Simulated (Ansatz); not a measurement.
**SiOF2 + NH3: a complex and its separated parts**

Aim: how far the complex at one end of a reaction step lies below its separated, relaxed parts, level by level.

Method: PBE0-D4/def2-TZVP structures, single points in def2-TZVPP, no counterpoise correction; program: Ansatz 0.2.0, Gaussian basis.

Levels: SPW92, PBE-D4, BLYP-D4, r2SCAN-D4, B97M-V, PBE0-D4, B3LYP-D4, r2SCAN0-D4, BHLYP-D4, CAM-B3LYP-D4, wB97X-V, wB97M-V, B2PLYP, PBE-QIDH, RPA on PBE, Hartree-Fock, MP2, CCSD, CCSD(T).

Cores are frozen in the correlated methods. B3LYP uses VWN-RPA correlation. B2PLYP carries no dispersion term here.

56 further runs of the same task are left out: 56 set aside as unsound or not needed.

**1. Where the work starts**

The complex: 8 atoms, charge 0, spin multiplicity 1.

Atoms are counted from 1 here; the program's logs count them from 0.

Bond lengths: Si1–N2 1.921 Å, Si1–O3 1.514 Å, Si1–F5 1.594 Å, Si1–F6 1.594 Å, N2–H4 1.018 Å, N2–H7 1.016 Å, N2–H8 1.016 Å. Angles: N2–Si1–O3 106.0°, N2–Si1–F5 96.5°, N2–Si1–F6 96.5°, O3–Si1–F5 123.9°, O3–Si1–F6 123.9°, F5–Si1–F6 102.9°, Si1–N2–H4 104.9°, Si1–N2–H7 112.5°, Si1–N2–H8 112.5°, H4–N2–H7 109.1°, H4–N2–H8 109.1°, H7–N2–H8 108.6°.

Coordinates:

```tsv
atom	x (Å)	y (Å)	z (Å)
Si1	-0.97037	0.17535	0.12883
N2	0.88124	-0.21910	-0.19914
O3	-1.74949	-0.54601	-0.95108
H4	0.88019	-0.81825	-1.02154
F5	-0.80779	1.75939	0.20036
F6	-0.97659	-0.25065	1.66480
H7	1.31541	-0.71611	0.57399
H8	1.42720	0.61538	-0.39621
```

Its parts: SiOF2 holds atoms 1, 3, 5, 6; NH3 holds atoms 2, 4, 7, 8. Each part counts its atoms afresh in its own runs.

**2. Relaxing SiOF2 alone**

Contents of relax-a/in.yaml:

```yaml
crystal:
  periodic: [false, false, false]
  atoms:
    - {symbol: Si, position_ang: [-0.970365, 0.175351, 0.128832]}
    - {symbol: O, position_ang: [-1.749492, -0.546006, -0.951083]}
    - {symbol: F, position_ang: [-0.807786, 1.759389, 0.200358]}
    - {symbol: F, position_ang: [-0.976589, -0.250653, 1.664803]}
basis:
  gaussian: {orbitals: def2-TZVP}
hamiltonian: {xc: pbe0, dispersion: d4}
relax: {f_tol: 0.005, max_steps: 200}
```

The run is started by

```
$ ansatz run in.yaml --threads 4 --pin off --events-out ev --progress --plain --max-ram 9574MiB
```

The runs that follow: Relaxing NH3 alone; SPW92/def2-TZVPP; PBE-D4/def2-TZVPP; BLYP-D4/def2-TZVPP; r2SCAN-D4/def2-TZVPP; B97M-V/def2-TZVPP; PBE0-D4/def2-TZVPP; B3LYP-D4/def2-TZVPP; r2SCAN0-D4/def2-TZVPP; BHLYP-D4/def2-TZVPP; CAM-B3LYP-D4/def2-TZVPP; wB97X-V/def2-TZVPP; wB97M-V/def2-TZVPP; B2PLYP/def2-TZVPP; PBE-QIDH/def2-TZVPP; RPA on PBE/def2-TZVPP; CCSD(T)/def2-TZVPP; Vibrations of SiOF2; Vibrations of NH3.

**Question.** What will these runs give? Wanted: complex less parts, CCSD(T)/def2-TZVPP; with zero-point energy; largest T1 diagnostic.

As calculated:

| quantity | value |
| --- | --- |
| complex less parts, CCSD(T)/def2-TZVPP | -179.4 kJ/mol |
| with zero-point energy | -165.1 kJ/mol |
| largest T1 diagnostic | 0.016 |

What this shows: At CCSD(T) the complex lies 179.4 kJ/mol below its parts. B3LYP-D4 is the best functional here (+0.7 kJ/mol from CCSD(T)); SPW92 is the worst (-32.0 kJ/mol). By rung, the mean size of the error is: LDA 32.0, GGA 9.3, meta-GGA 4.4, hybrid 11.6, range-separated hybrid 8.3, double hybrid 9.9 kJ/mol. PBE-D4 gives a relative energy 3.2 kJ/mol too high, inside chemical accuracy (1 kcal/mol, 4.2 kJ/mol). The complex's frequency run has imaginary modes: the structure is no minimum, so both the energy and the zero-point correction are in doubt. No counterpoise was applied, and triple zeta lacks some correlation, so the CCSD(T) reference has a basis error of its own, and close matches with it are partly luck.
